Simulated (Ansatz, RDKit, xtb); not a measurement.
# C3H4F2O2Si: which of the isomers drawn lies lowest?

A sample of isomers of C3H4F2O2Si is drawn. Aim: find which of them has the lowest free energy at 298.15 K, then its properties. The sample is small against all isomers, and the most stable one of this formula need not be in it.

Plan: many cheap relaxations first (GFN2-xTB), then density-functional screening, relaxation at PBE-D3(BJ)/def2-SVP, vibrations (at GFN2-xTB) and a final energy. The numbers are computed, not measured.

### 1 Candidates

Isomers were taken from a list of plausible structures; this is a sample, not all of them. That gives 5 candidates.

```csv
label,SMILES,spin
c185,C=COC(=O)[SiH](F)F,singlet
c531,FC1(F)C=C(O[SiH3])O1,singlet
c752,F/C=C1/OC[Si@H](F)O1,singlet
c808,C=C1O[SiH2]C(F)(F)O1,singlet
c857,O=C/C(F)=C\O[SiH2]F,singlet
```

Candidates are built by distance geometry, with a force field where one applies, in up to four conformers (letters a to d).

Q: Predict the outcome of this search (final energies at CCSD(T)/def2-SVP + MP2/def2-TZVPP - MP2/def2-SVP).

| quantity | value |
| --- | --- |
| lowest structure found | C=COC(=O)[SiH](F)F, singlet |
| next finalist | O=C/C(F)=C\O[SiH2]F, singlet, 35.2 kcal/mol higher in G |
| share at equilibrium, among the finalists | 100.0 % |

The search ends on `C=COC(=O)[SiH](F)F`. The margin of 35.2 kcal/mol over the next finalist is beyond the usual error of the last level; it says nothing of structures that weren't ranked. GFN2-xTB, r2SCAN-D4/def2-SVP, PBE-D3(BJ)/def2-SVP, HF/def2-SVP and MP2/def2-SVP already put its bonding pattern lowest among the structures in one piece; HF/STO-3G favours the singlet F/C=C1/OC[Si@H](F)O1. 3 minima inside the window were never screened. Lowest found is not proven lowest: the search is finite, and each finalist counts with one conformer. Only 5 drawn patterns were tried, so whole families of isomers are missing, and the result ranks this sample alone.
